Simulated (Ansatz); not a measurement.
**C2H2Ga radical: an energy map over bond length Ga3–H4 and bond length Ga3–H5**

How does the energy of C₂H₂Ga, SMILES [C]#[C][GaH2], spin multiplicity 2 change over two coordinates at once? A grid of runs gives the map.

The runs use Ansatz 0.2.0; UHF-MP2, frozen core/def2-TZVP.

## Step 1: Where the work starts

SMILES `[C]#[C][GaH2]`, 5 atoms, charge 0, spin multiplicity 2.

Atoms are counted from 1 here; the program's logs count them from 0.

Bond lengths: C1–C2 1.261 Å, C2–Ga3 1.927 Å, Ga3–H4 1.575 Å, Ga3–H5 1.567 Å. Angles: C1–C2–Ga3 157.6°, C2–Ga3–H4 114.7°, C2–Ga3–H5 119.5°, H4–Ga3–H5 125.8°.

Coordinates:

```
C     1.1647   -1.2551    1.6931
C     0.3946   -0.8300    0.7901
Ga   -0.3260    0.4044   -0.5023
H    -1.5693   -0.1338   -1.3057
H     0.3360    1.8145   -0.6753
```

This geometry comes from a loose relaxation at PBE in a small basis, which is not shown.

## Step 3: The grid

- bond length Ga3–H4: 9 values from 1.330 to 2.166 Å
- bond length Ga3–H5: 9 values from 1.361 to 1.934 Å

Nothing else is relaxed (all other coordinates rigid). Energies count from the relaxed molecule at the same level.

(The set-up runs are not shown.)

## Step 4: Grid point bond length Ga3–H4 = 1.539 Å, bond length Ga3–H5 = 1.719 Å

File input.yaml:

```yaml
crystal:
  periodic: [false, false, false]
  atoms:
    - { symbol: C, position_ang: [1.036078, -1.381886, 1.648097] }
    - { symbol: C, position_ang: [0.521226, -0.695221, 0.829079] }
    - { symbol: Ga, position_ang: [-0.313663, 0.418347, -0.498953] }
    - { symbol: H, position_ang: [-1.524199, -0.164256, -1.249749] }
    - { symbol: H, position_ang: [0.353576, 1.982597, -0.749704] }
magnetization:
  spin_polarized: true
  initial_magnetization: 1
basis:
  gaussian: { orbitals: def2-TZVP }
hamiltonian:
  xc: hf
output:
  forces: true
correlation:
  method: mp2
scf:
  omitted_lower_state_checks: [cluster_reference]
```

Launch:

```
$ ansatz run input.yaml --threads 1 --pin off --max-ram 2560MiB --backend cpu --events-out ev --progress --plain --runs-dir out
```

The session goes on with these runs: the other points that were computed.

Q: Predict the outcome of this session. Wanted: lowest point; highest computed point; dipole moment; largest force on an atom.

**Answer**, as computed:

| quantity | value |
| --- | --- |
| lowest point | bond length Ga3–H4 = 1.539 Å, bond length Ga3–H5 = 1.576 Å, 0.7 kJ/mol |
| highest computed point | bond length Ga3–H4 = 2.166 Å, bond length Ga3–H5 = 1.934 Å, 212 kJ/mol above the lowest |
| dipole moment (D) | 0.21 at bond length Ga3–H4 = 1.957 Å, bond length Ga3–H5 = 1.934 Å to 1.41 at bond length Ga3–H4 = 1.330 Å, bond length Ga3–H5 = 1.361 Å; 1.00 at the lowest point |
| largest force on an atom (eV/Å) | 0.5 at bond length Ga3–H4 = 1.539 Å, bond length Ga3–H5 = 1.576 Å to 7.3 at bond length Ga3–H4 = 1.330 Å, bond length Ga3–H5 = 1.934 Å; 0.5 at the lowest point |
| time for the whole task | 38 min on 1 thread, shared host |

In words: The lowest computed point is at bond length Ga3–H4 = 1.539 Å, bond length Ga3–H5 = 1.576 Å, 0.7 kJ/mol from the relaxed molecule at the same level. The grid shows no well of another kind. The highest computed point, bond length Ga3–H4 = 2.166 Å, bond length Ga3–H5 = 1.934 Å, lies 212 kJ/mol above the lowest. Round the minimum the two coordinates are nearly uncoupled.
